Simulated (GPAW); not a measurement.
Crystal: Ta3AsAu2O13.

```
Ta As Au O
1.0
     5.24237    3.02668    4.14273
    -5.24237    3.02668    4.14273
     0.00000   -6.05337    4.14273
Ta As Au O
3 1 2 13
Cartesian
  -1.7887 1.0327 4.2854
  0.0000 -2.0655 4.2854
  1.7887 1.0327 4.2854
  0.0000 0.0000 6.9446
  0.0000 0.0000 12.0005
  0.0000 0.0000 9.3342
  -1.3566 0.7832 6.1532
  0.0000 -1.5665 6.1532
  1.3566 0.7832 6.1532
  2.5380 -0.6359 3.6068
  -0.7183 2.5159 3.6068
  -1.8197 -1.8800 3.6068
  1.8197 -1.8800 3.6068
  -2.5380 -0.6359 3.6068
  0.7183 2.5159 3.6068
  -3.3469 1.9323 4.0073
  0.0000 -3.8647 4.0073
  3.3469 1.9323 4.0073
  0.0000 0.0000 3.8329
```

The cell was built by a generator and needn't be a form met in nature.

Program: GPAW 26.7.0. Alike in all runs: task band structure; cell as given; cutoff (eV) 800; smearing fermi-dirac 0.05 eV.

Order these runs on this cell by their band gap on the k mesh, lowest first.
A. level r2SCAN; potentials or basis GPAW PAW data sets (gpaw-data 1.2.1), pw; spin off; k mesh 3 × 3 × 3
B. level PBE; potentials or basis GPAW PAW data sets (gpaw-data 1.2.1), pw; spin SOC, no magnetisation; k mesh 4 × 4 × 4; spin axis theta (degrees) 0; spin axis phi (degrees) 0; soc after scf second variation
C. level BLYP; potentials or basis PAW data sets generated in the run's folder for this functional, pw; spin off; k mesh 3 × 3 × 3; eigensolver davidson

B (0.89 eV), C (1.13 eV), A (1.46 eV).

Caveats: spin-orbit coupling is left out, which moves the levels of the heavy elements (some runs); spin-orbit coupling was added after a scalar SCF, so levels and gaps hold it while energy, forces, pressure and moments don't (some runs); this program's spin-orbit splittings come out too wide for heavy elements (some runs).

A k mesh can miss the band edges, odd and even meshes differently.
